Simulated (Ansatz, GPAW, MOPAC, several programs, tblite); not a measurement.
# CrSeS (a single layer) from cheap methods to r2SCAN

Aim: run CrSeS as a single layer in vacuum through methods of unlike cost and see what each gets, and at what price.

Method: no spin polarisation, static lattice; gaps from single points on the cell relaxed beforehand with r²SCAN, in tblite, GPAW, Ansatz (versions at each run).

### Step 1. The system as given

It takes space group P3m1 (No. 156, trigonal). Conventional cell: a = 3.155 Å, b = 3.155 Å, c = 29.810 Å, α = 90.00°, β = 90.00°, γ = 120.00°. Around Cr (site symmetry 3m) lie 3 S at 2.28 Å and 3 Se at 2.44 Å. S (site symmetry 3m) is surrounded by 3 Cr at 2.28 Å. Se (site symmetry 3m) has 3 Cr at 2.44 Å as nearest neighbours.

As a file:

```cif
data_structure
_symmetry_space_group_name_H-M 'P 1'
_symmetry_Int_Tables_number 1
_cell_length_a 3.1547
_cell_length_b 3.1547
_cell_length_c 29.8098
_cell_angle_alpha 90.000
_cell_angle_beta 90.000
_cell_angle_gamma 120.000
_cell_volume 256.92
loop_
_atom_site_label
_atom_site_type_symbol
_atom_site_fract_x
_atom_site_fract_y
_atom_site_fract_z
_atom_site_occupancy
Cr1 Cr 0.00000 0.00000 0.30461 1
S1 S 0.33333 0.66667 0.35084 1
Se1 Se 0.66667 0.33333 0.25029 1
```

The cell holds a single layer (1T monolayer (Janus)) with vacuum along c; the form is built, and need not be the compound's stable one.

**Question.** The methods are GFN1-xTB (tblite), GFN2-xTB (tblite), PBE/single-zeta, coarse PBE, PBE, r2SCAN. What gap does r2SCAN give on this cell, and which other methods (full PBE left aside) come nearest to r2SCAN and farthest in gap?

| quantity | value |
| --- | --- |
| r2SCAN | no gap |
| gap: nearest and farthest of the other methods | GFN1-xTB (tblite), GFN2-xTB (tblite), PBE/single-zeta, coarse PBE (about 0.00 eV off) |

**Reading.** For the gap (full PBE left aside), GFN1-xTB (tblite), GFN2-xTB (tblite), PBE/single-zeta, coarse PBE tie for nearest to r2SCAN. A minimal basis or a coarse cutoff and mesh shifts results by its own error, so closeness to r2SCAN can be chance. Cluster runs see only the k-points that fold onto the zone centre, so their gaps can miss the band edges. Overlaps count as a gap of zero in the misses; they are coarse PBE -0.03 eV. CPU times run from 4.3 s (GFN1-xTB (tblite)) to 58 s (r2SCAN). r2SCAN is a yardstick, not the truth.
